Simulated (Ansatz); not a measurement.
Consider the interaction energy of a dimer with the counterpoise correction of ClHOSi, SMILES O[Si]Cl (Ansatz 0.2.0, Python API).

`run_dimer.py`
```python
'''Binding of a ClHOSi dimer at a trial geometry.'''

import ansatz as az

FIRST = [
    ('O', (-0.9311, 0.428, -0.2891)),
    ('Si', (-0.4264, -0.7681, 0.654)),
    ('Cl', (1.5753, -0.6532, 0.4012)),
    ('H', (-0.2179, 0.9931, -0.766)),
]
SECOND = [
    ('O', (3.8362, -2.4393, 2.682)),
    ('Si', (2.7719, -2.6571, 3.863)),
    ('Cl', (1.0312, -2.3179, 2.894)),
    ('H', (3.4725, -2.2272, 1.7449)),
]

def energy(atoms, ghosts=()):
    molecule = az.Crystal.molecule()
    for symbol, xyz in atoms:
        molecule = molecule.atom(symbol, xyz)
    calc = (
        molecule.calculation()
        .basis(gaussian='def2-SVPD')
        .functional('b3lyp')
    )
    deck = calc.input()
    if ghosts:
        deck = deck.set(az.key.basis.gaussian.ghost_atoms, [{'symbol': s, 'position_ang': list(xyz)} for s, xyz in ghosts])
    return az.Session.from_dict(deck).plan().execute().report['free_energy_ev']


def main() -> None:
    # monomers in their own basis and in the basis of the dimer
    both = energy(FIRST + SECOND)
    alone = energy(FIRST) + energy(SECOND)
    ghosted = energy(FIRST, SECOND) + energy(SECOND, FIRST)
    print(f'dimer {both:.6f} eV')
    print(f'interaction, uncorrected   {96.485332 * (both - alone):8.3f} kJ/mol')
    print(f'interaction, counterpoise  {96.485332 * (both - ghosted):8.3f} kJ/mol')
    print(f'basis-set superposition    {96.485332 * (alone - ghosted):8.3f} kJ/mol')


if __name__ == '__main__':
    main()
```

How large is the interaction at this pose, and how much of it is basis-set superposition?

Uncorrected it is 29.600 kJ/mol, with the counterpoise correction 35.265 kJ/mol; the difference, 5.66 kJ/mol, is the superposition error. In this basis both values are repulsive.

What the script printed:

```console
$ python run_dimer.py
dimer -44916.333920 eV
interaction, uncorrected     29.600 kJ/mol
interaction, counterpoise    35.265 kJ/mol
basis-set superposition       5.665 kJ/mol
```

Total energies depend on the basis set; only differences at equal settings carry meaning. The dimer is a generated trial pose of unrelaxed monomers, not a minimum, so the figure is no binding energy, and the basis set is small. b3lyp holds the VWN-RPA fit, as in Gaussian; the form of ORCA and Turbomole is b3lyp5. This level lacks the dispersion part of the attraction (electrostatics and induction are there), which can decide the sign where the interaction is weak. Run time: 18 s on 1 thread of Intel(R) Xeon(R) 6975P-C (Granite Rapids), with other jobs on the host, peak memory 0.48 GiB.

(Lines on the test bed's own set-up are left out of the output.)
